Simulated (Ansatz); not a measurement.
# V2NiN2: single point with PBE

V2NiN2:

```
CELL_PARAMETERS angstrom
-1.45011 1.45011 5.83017
1.45011 -1.45011 5.83017
1.45011 1.45011 -5.83017
ATOMIC_POSITIONS crystal
Ni 0.00000 0.00000 0.00000
V 0.33344 0.33344 0.00000
V 0.66656 0.66656 0.00000
N 0.84034 0.84034 0.00000
N 0.15966 0.15966 0.00000
```

The cell comes from a database or a generator and needn't be the stable form of this composition.

The cell isn't the ideal one: strained by +1 %.

```yaml
Program: Ansatz 0.2.0
Task: single point
Functional: PBE
Potentials_or_basis: Ansatz PAW
Cutoff: "420 eV (not typed: the program's choice for these potentials)"
k_mesh: 10 × 10 × 10
Occupations: fermi-dirac, width 0.05 eV
Spin: collinear spin, ferromagnetic start
Starting_moments: "[1.0, 2.0, 2.0, 0.0, 0.0] μB"
```

| Property | Result |
| --- | --- |
| Pressure | -5.9 GPa |
| Largest force | 0.110 eV/Å |
| Band gap on the k mesh | none (metal or under the smearing width) |
| Net moment | 0.00 μB per cell |
| Absolute moment | 0.00 μB per cell |

Forces on the atoms (eV/Å):
```
Ni   0.000  0.000  0.000
V    0.000  0.000 -0.091
V    0.000  0.000  0.091
N    0.000  0.000 -0.110
N    0.000  0.000  0.110
```

Stress tensor (GPa, compression positive):
```
-6.77  0.00  0.00
 0.00 -6.77  0.00
 0.00  0.00 -4.13
```

Levels at points of the mesh, in eV from the Fermi level:
Spin up:
```tsv
k point	band 25	band 26	band 27	band 28	band 29	band 30
(0.00, 0.00, 0.00)	-1.83	-1.39	-1.12	-0.64	-0.12	0.34
(0.00, 0.00, -0.50)	-0.67	-0.32	-0.23	0.59	1.16	1.22
(0.00, -0.50, 0.00)	-1.41	-0.75	0.42	0.64	0.77	0.95
(-0.50, -0.50, -0.50)	-1.09	-0.70	-0.70	-0.65	-0.65	-0.21
```
Spin down:
```tsv
k point	band 23	band 24	band 25	band 26	band 27	band 28	band 29	band 30	band 31	band 32
(0.00, 0.00, 0.00)	-2.82	-1.83	-1.83	-1.39	-1.12	-0.64	-0.12	0.34	0.34	0.43
(0.00, 0.00, -0.50)	-2.90	-1.22	-0.67	-0.32	-0.23	0.59	1.16	1.22	1.35	1.35
(0.00, -0.50, 0.00)	-1.67	-1.67	-1.41	-0.75	0.42	0.64	0.77	0.95	1.45	1.72
(-0.50, -0.50, -0.50)	-1.99	-1.96	-1.09	-0.70	-0.70	-0.65	-0.65	-0.21	0.01	0.49
```

It took 28 s on 2 threads of Arm Neoverse N1, with other jobs on the host, peak memory 0.58 GiB.

Caveat: the starting moments collapsed, and a magnetic state may lie lower; the pressure holds a Pulay correction of +0.5 GPa for the finite cutoff; the starting moments weren't kept.
